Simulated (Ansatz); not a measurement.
Molecular dynamics of Li

Input:

```yaml
accuracy: low
crystal:
  lattice:
    - [7.312873, 0.0, 0.0]
    - [0.0, 7.312873, 0.0]
    - [0.0, 0.0, 7.312873]
  atoms:
    - { symbol: Li, position: [0.0, 0.0, 0.0] }
    - { symbol: Li, position: [0.5, 0.0, 0.0] }
    - { symbol: Li, position: [0.0, 0.5, 0.0] }
    - { symbol: Li, position: [0.0, 0.0, 0.5] }
    - { symbol: Li, position: [0.25, 0.25, 0.25] }
    - { symbol: Li, position: [0.5, 0.5, 0.0] }
    - { symbol: Li, position: [0.5, 0.0, 0.5] }
    - { symbol: Li, position: [0.75, 0.25, 0.25] }
    - { symbol: Li, position: [0.0, 0.5, 0.5] }
    - { symbol: Li, position: [0.25, 0.75, 0.25] }
    - { symbol: Li, position: [0.25, 0.25, 0.75] }
    - { symbol: Li, position: [0.5, 0.5, 0.5] }
    - { symbol: Li, position: [0.75, 0.75, 0.25] }
    - { symbol: Li, position: [0.75, 0.25, 0.75] }
    - { symbol: Li, position: [0.25, 0.75, 0.75] }
    - { symbol: Li, position: [0.75, 0.75, 0.75] }
basis:
  ecutwfc: 500.0
kpoints:
  mp_grid: { grid: [2, 2, 2] }
hamiltonian:
  xc: r2scan
scf:
  occupations: { method: fermi_dirac, width: 0.1 }
  lower_state_search: "off"
md:
  timestep: 1
  n_steps: 20
  ensemble: nvt_langevin
  temperature: 900.0
  initial_velocities: maxwell_boltzmann
  seed: 78479
  friction: 0.02
```

Run as:

```bash
$ ansatz run input.yaml --threads 1 --pin off --max-ram 3072MiB --backend cpu --events-out ev --progress --plain --runs-dir out
```

It starts from a structure without forces on its atoms.

Output, in part (step lines):

```
md step     0: t =     0.00 fs  T =   843.8 K  F+E_penalty+E_count = -3281.63456384 eV  E_kin = 1.745010 eV  (7 SCF iters)
md step     1: t =     1.00 fs  T =   807.6 K  F+E_penalty+E_count = -3281.63246494 eV  E_kin = 1.670325 eV  (8 SCF iters)
md step     2: t =     2.00 fs  T =   868.3 K  F+E_penalty+E_count = -3281.62609594 eV  E_kin = 1.795850 eV  (8 SCF iters)
md step     3: t =     3.00 fs  T =   883.7 K  F+E_penalty+E_count = -3281.61530420 eV  E_kin = 1.827612 eV  (8 SCF iters)
md step     4: t =     4.00 fs  T =   827.4 K  F+E_penalty+E_count = -3281.60050344 eV  E_kin = 1.711093 eV  (8 SCF iters)
md step     5: t =     5.00 fs  T =   823.4 K  F+E_penalty+E_count = -3281.58212773 eV  E_kin = 1.702940 eV  (5 SCF iters)
md step     6: t =     6.00 fs  T =   806.9 K  F+E_penalty+E_count = -3281.56040073 eV  E_kin = 1.668796 eV  (5 SCF iters)
md step     7: t =     7.00 fs  T =   775.4 K  F+E_penalty+E_count = -3281.53553466 eV  E_kin = 1.603641 eV  (5 SCF iters)
md step     8: t =     8.00 fs  T =   703.1 K  F+E_penalty+E_count = -3281.50829866 eV  E_kin = 1.454204 eV  (5 SCF iters)
md step     9: t =     9.00 fs  T =   721.4 K  F+E_penalty+E_count = -3281.47824061 eV  E_kin = 1.492040 eV  (5 SCF iters)
md step    10: t =    10.00 fs  T =   665.3 K  F+E_penalty+E_count = -3281.44491583 eV  E_kin = 1.375888 eV  (7 SCF iters)
md step    11: t =    11.00 fs  T =   663.2 K  F+E_penalty+E_count = -3281.40787476 eV  E_kin = 1.371590 eV  (6 SCF iters)
md step    12: t =    12.00 fs  T =   575.1 K  F+E_penalty+E_count = -3281.36849922 eV  E_kin = 1.189302 eV  (5 SCF iters)
md step    13: t =    13.00 fs  T =   545.8 K  F+E_penalty+E_count = -3281.32864316 eV  E_kin = 1.128881 eV  (5 SCF iters)
md step    14: t =    14.00 fs  T =   546.5 K  F+E_penalty+E_count = -3281.28704228 eV  E_kin = 1.130305 eV  (6 SCF iters)
md step    15: t =    15.00 fs  T =   560.6 K  F+E_penalty+E_count = -3281.24287590 eV  E_kin = 1.159379 eV  (5 SCF iters)
md step    16: t =    16.00 fs  T =   573.4 K  F+E_penalty+E_count = -3281.19566607 eV  E_kin = 1.185895 eV  (5 SCF iters)
md step    17: t =    17.00 fs  T =   620.0 K  F+E_penalty+E_count = -3281.14468516 eV  E_kin = 1.282171 eV  (5 SCF iters)
md step    18: t =    18.00 fs  T =   575.7 K  F+E_penalty+E_count = -3281.08984464 eV  E_kin = 1.190702 eV  (5 SCF iters)
md step    19: t =    19.00 fs  T =   527.5 K  F+E_penalty+E_count = -3281.03502443 eV  E_kin = 1.091011 eV  (5 SCF iters)
md step    20: t =    20.00 fs  T =   520.5 K  F+E_penalty+E_count = -3280.98312299 eV  E_kin = 1.076548 eV  (7 SCF iters)
```

All steps were run. The mean temperature of the second half is 36 % below the set value. A run of 0.02 ps of so small a system gives no equilibrium averages. Limits of this set-up: coarse k mesh, low accuracy level.

Mean squared displacements from the first frame to the last, about the centre of mass: Li 0.08 Å².

Last frame:

```xyz
16
Lattice="7.3129 0.0000 0.0000 0.0000 7.3129 0.0000 0.0000 0.0000 7.3129" Properties=species:S:1:pos:R:3
Li 0.107 0.152 -0.238
Li 3.806 -0.317 -0.305
Li -0.158 3.696 0.043
Li -0.146 -0.040 3.774
Li 1.579 1.872 1.633
Li 3.705 3.517 -0.178
Li 3.565 0.059 3.711
Li 5.429 1.813 1.758
Li -0.239 3.712 3.734
Li 1.827 5.504 1.624
Li 1.610 1.597 5.560
Li 3.731 3.832 3.893
Li 5.538 5.849 1.685
Li 5.438 1.855 5.673
Li 2.230 5.405 5.763
Li 5.660 5.404 5.406
```

Time of the run: 7.4 min on 1 thread of Arm Neoverse V1, on a shared host, peak memory 0.64 GiB.
